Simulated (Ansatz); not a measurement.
# Na: strong compression

How does Na (bcc type) answer strong compression? Methods of the runs shown: PAW. Its runs: cell relaxed at zero pressure (PAW); volume scaled by 1 (PAW); volume scaled by 0.9 (PAW); volume scaled by 0.8 (PAW); volume scaled by 0.7 (PAW); volume scaled by 0.6 (PAW); volume scaled by 0.5 (PAW); volume scaled by 0.4 (PAW and PAW (source ansatz)).

Computed with Ansatz 0.2.0 (DFT PBEsol, with the methods named in each step, unless a step's input says otherwise).

**1. The system as given**

Symmetry: Im-3m, No. 229, cubic system. Conventional cell: a = 4.170 Å, b = 4.170 Å, c = 4.170 Å, α = 90.00°, β = 90.00°, γ = 90.00°. Around Na (site symmetry m-3m) lie 8 Na at 3.61 Å.

Structure file:

```
Na
1.0
    -2.08479    2.08479    2.08479
     2.08479   -2.08479    2.08479
     2.08479    2.08479   -2.08479
Na
1
Direct
  0.00000 0.00000 0.00000
```

Whether this phase is the stable one at these pressures isn't tested.

**2. Cell relaxed at zero pressure, PAW**

input.yaml reads:

```yaml
crystal:
  lattice:
    - [-2.0847918675, 2.0847918675, 2.0847918675]
    - [2.0847918675, -2.0847918675, 2.0847918675]
    - [2.0847918675, 2.0847918675, -2.0847918675]
  atoms:
    - { symbol: Na, position: [0.0, 0.0, 0.0] }
kpoints:
  mp_grid: { grid: [13, 13, 13] }
scf:
  occupations: { method: fermi_dirac, width: 0.05 }
hamiltonian:
  xc: pbesol
  pseudopotentials: { kind: paw }
output:
  forces: true
  stress: true
relax:
  f_tol: 0.005
  max_steps: 40
  cell: {}
```

Run with:

```bash
ansatz run input.yaml --threads 1 --pin off --max-ram 2048MiB --backend cpu --events-out ev --progress --plain --runs-dir out
```

After this run come: Volume scaled by 1, PAW; Volume scaled by 0.9, PAW; Volume scaled by 0.8, PAW; Volume scaled by 0.7, PAW; Volume scaled by 0.6, PAW; Volume scaled by 0.5, PAW; Volume scaled by 0.4, PAW; Volume scaled by 0.4, PAW (source ansatz).

What does the calculation give? Wanted: PAW pressure at 0.4 of the volume; fitted bulk modulus at zero pressure.

**Answer**, as computed:

| quantity | value |
| --- | --- |
| PAW pressure at 0.4 of the volume | 40.6 GPa |
| fitted bulk modulus at zero pressure (PAW) | 7.4 GPa |
| its pressure derivative | 3.88 |

In words: By PAW the pressure climbs to 41 GPa at 0.4 of the first volume. One third-order Birch-Murnaghan curve follows these points (B₀ = 7.4 GPa, B′ = 3.88, misfit at most 0.06 GPa). A fit over so wide a range leans to the high pressures, so B₀ can be off by several per cent. No all-electron run checks these rows here, and frozen cores can fail under such compression. The ions are at rest, and the electrons smeared by 0.05 eV.
